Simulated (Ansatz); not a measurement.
The system is NbTe.

```
Nb Te
1.0
     3.42570    0.00000    0.00000
     0.00000    3.42570    0.00000
     0.00000    0.00000    3.42570
Nb Te
1 1
Direct
  0.50000 0.50000 0.50000
  0.00000 0.00000 0.00000
```

The cell was built by a generator and needn't be a form met in nature.

Base run:

```yaml
Program: Ansatz 0.2.0
Functional: LDA
Potentials_or_basis: Ansatz PAW
Cutoff: "420 eV (not typed: the program's choice for these potentials)"
k_mesh: 8 × 8 × 8
Occupations: fermi-dirac, width 0.05 eV
Spin: no spin polarisation
```

Its results: band gap on the k mesh none (metal or under the smearing width); pressure -7.6 GPa.

Q: The run is repeated on the same cell with these changes: hubbard terms from none to Nb d U = 4 eV; hubbard projectors from none to ortho-atomic (the default). What comes out?

A: Band gap on the k mesh none (metal or under the smearing width); pressure -2.6 GPa.

Caveats: the PAW data sets come from PBE, with cores solved anew for the run's functional, which leaves a small shift of forces and pressure; U without spin polarisation on a metal has little footing (some runs); the U is typed as a test and isn't derived for this compound (some runs).
